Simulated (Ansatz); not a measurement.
# AlSe3, relaxed, part 2 of 2

Aim: in AlSe3, a borrowed structure type, volume estimated, relax cell and atoms, then read levels, charges and fields where it ends.

Ansatz 0.2.0; DFT, PBE, no spin polarisation, plane waves, PAW. Relaxing cell and atoms. Earlier steps stand in the parts before.

## Step 5: How the electrons are shared

Gathered by element (positive charge: electrons given up): Löwdin charges also hold the electrons that the projection spills.

```tsv
element	atoms	Bader charge (e)	Bader volume (Å³)	Löwdin charge (e)
Al	2	+2.05	6.5	+0.32
Se	6	-0.68	26.5	-0.05
```

Löwdin charges rest on a small set of atomic orbitals that misses 0.4 % of the electrons, so they need not add up to the cell's charge and can differ from Bader's even in sign.

## Step 6: Real-space fields

Maps in the plane spanned by a and b at height 0.750 along c (axes of the input's cell), one cell: a runs left to right (20 points from zero), b bottom to top (20 points), 60° apart. Inside the augmentation spheres the fields are the smooth ones.

Valence density. Ten steps from '0' (0.04 e/Å³) to '9' (45.20 e/Å³), finer at the low end (step k begins (100^(k/10) - 1)/99 of the way up):
```
01138973100000000000
00125884200000000000
00012453210000000000
00001122110000000000
00000011110000001111
10000000000000011221
21000000000000012453
42000000000000012588
73100000000000011389
74200000000000001247
43210000011100000123
22100000122110000001
01000001234321000000
00000000247852100000
00000000137984100000
00000000024785210000
00010000012343210000
00122100000122110000
01234321000001110000
01247742000000000000
```

ELF. Ten even steps from '0' (0.02) to '9' (0.85):
```
68983148961000123333
47997337972000012333
34799878984000023443
32368899985100246776
62124789986212478998
85100246776323688999
98400002344334799878
79720000123334799733
48961000123333689831
48972012456643368974
89983026788874225898
99983037999997311479
78872038987899620026
23321038984379840001
00000017994138872000
12332103898437984000
26788730389878996200
47999983037999997311
58988998302678887422
68974489720124566433
```

Atoms within 0.2 Å of the plane, in fractions of a and b: Se at (0.95, 0.55), Se at (0.25, 0.95), Se at (0.55, 0.25).

## Step 7: Summary of results

The summary covers parts 1 to 2.

| quantity | value |
| --- | --- |
| moves | 8 |
| energy gained | 248.6 meV/atom |
| largest move | 0.45 Å (Se) |
| space group (0.01 Å), before / after | R-3c / R-3c |
| cell | a = 6.471 Å, b = 6.471 Å, c = 6.042 Å, α = 122.38°, β = 122.38°, γ = 60.00° |
| volume | 21.52 Å³/atom (-10.1 %) |
| pressure at the end | 0.01 GPa |
| formation energy (elements from separate runs) | -0.15 eV/atom |
| character | metal |
| density of states, mean within 0.25 eV of the Fermi level | 6.1 per eV per cell |
| Bader charges | Al +2.05, Se -0.68 e |

**Reading.** The volume shrank by 10.1 %, and the largest move of an atom is 0.45 Å apart from the change of the cell; the energy fell by 248.6 meV per atom. The shape changed more than that tells: the edges moved by +3, +3, -9 %. With 12 symmetry operations imposed, the end may be a saddle point towards distortions that break them. The cell is metallic; within 0.25 eV of the Fermi level the density of states averages 6.1 per eV per cell, mostly Se p (92 %). Against the elements' reference phases (Al fcc, Se trigonal (grey) selenium; separate runs with the same functional) the formation energy is -0.15 eV per atom, which says nothing yet of rival compounds. By Bader's partition Al gives up most (+2.05 e) and Se takes most (-0.68 e).
